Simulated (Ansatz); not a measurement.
# BGeHO+ (doublet): the correlation ladder, cc-pVTZ

How much of the correlation energy of BGeHO+ (doublet) does each wave-function method recover here?

Program: Ansatz 0.2.0, Gaussian basis. Level of theory: cc-pVTZ, core rule «outside noble gas», up to 16 orbitals frozen. These are calculated values, not measurements.

Plan: UHF; CCSD(T) on ROHF; CCSD(T) on UHF; BCCD(T) on ROHF; CCSDT(Q) on ROHF; CCSDT(Q) on UHF.

4 further runs of the same task are left out: 4 set aside as unsound or not needed.

## Step 1: The system

The geometry is a PBE0/def2-TZVP stationary point (not a proven minimum) of the parent state, kept for this charge and spin. No spin-orbit coupling is included. The filled d shell of Ge may be among the frozen orbitals whatever the setting's name suggests; the logs give the count.

4 atoms, charge 1, spin multiplicity 2.

Atoms are counted from 1 here; the program's logs count them from 0.

Bond lengths: B1–O2 1.282 Å, O2–Ge3 1.840 Å, Ge3–H4 1.598 Å. Angles: B1–O2–Ge3 148.6°, O2–Ge3–H4 91.9°.

## Step 2: UHF

Input file in.yaml:

```yaml
crystal:
  periodic: [false, false, false]
  atoms:
    - {symbol: B, position_ang: [0.000000, -0.186963, 2.397395]}
    - {symbol: O, position_ang: [0.000000, 0.275320, 1.201770]}
    - {symbol: Ge, position_ang: [0.000000, -0.053740, -0.608390]}
    - {symbol: H, position_ang: [0.000000, 1.507965, -0.944858]}
basis:
  gaussian: {orbitals: cc-pVTZ}
total_charge: 1
magnetization: {spin_polarized: true, initial_magnetization: 1}
hamiltonian: {xc: hf}
output: {orbitals: {seedname: orbitals}}
```

Run with:

```sh
> ansatz run in.yaml --threads 1 --pin off --events-out ev --progress --plain --max-ram 4096MiB --backend cpu
```

The runs that follow: CCSD(T) on ROHF; CCSD(T) on UHF; BCCD(T) on ROHF; CCSDT(Q) on ROHF; CCSDT(Q) on UHF.

Before running them: what should the planned runs give, taken together? Wanted: UCCSDT(Q) below the RHF energy; RMP2 from UCCSDT(Q); UMP2 from UCCSDT(Q); RCCSD from UCCSDT(Q); RCCSD(T) from UCCSDT(Q); UCCSD(T) from UCCSDT(Q); RCCSDT(Q) from UCCSDT(Q); T1 diagnostic.

As calculated:

| quantity | value |
| --- | --- |
| UCCSDT(Q) below the RHF energy | -10.9371 eV |
| RMP2 from UCCSDT(Q) | +984.9 meV |
| UMP2 from UCCSDT(Q) | +964.7 meV |
| RCCSD from UCCSDT(Q) | +498.6 meV |
| RCCSD(T) from UCCSDT(Q) | +45.9 meV |
| UCCSD(T) from UCCSDT(Q) | +46.6 meV |
| RCCSDT(Q) from UCCSDT(Q) | +8.4 meV |
| levels within 1 kcal/mol (43 meV) | RCCSDT, UCCSDT, RCCSDT(Q) |
| T1 diagnostic | 0.026 |

In words: RCCSD(T) misses by +45.9 meV, 0.4 % of the correlation energy. These misses are within one basis, not against nature; the frozen cores of restricted and unrestricted runs differ, which can shift their rows.
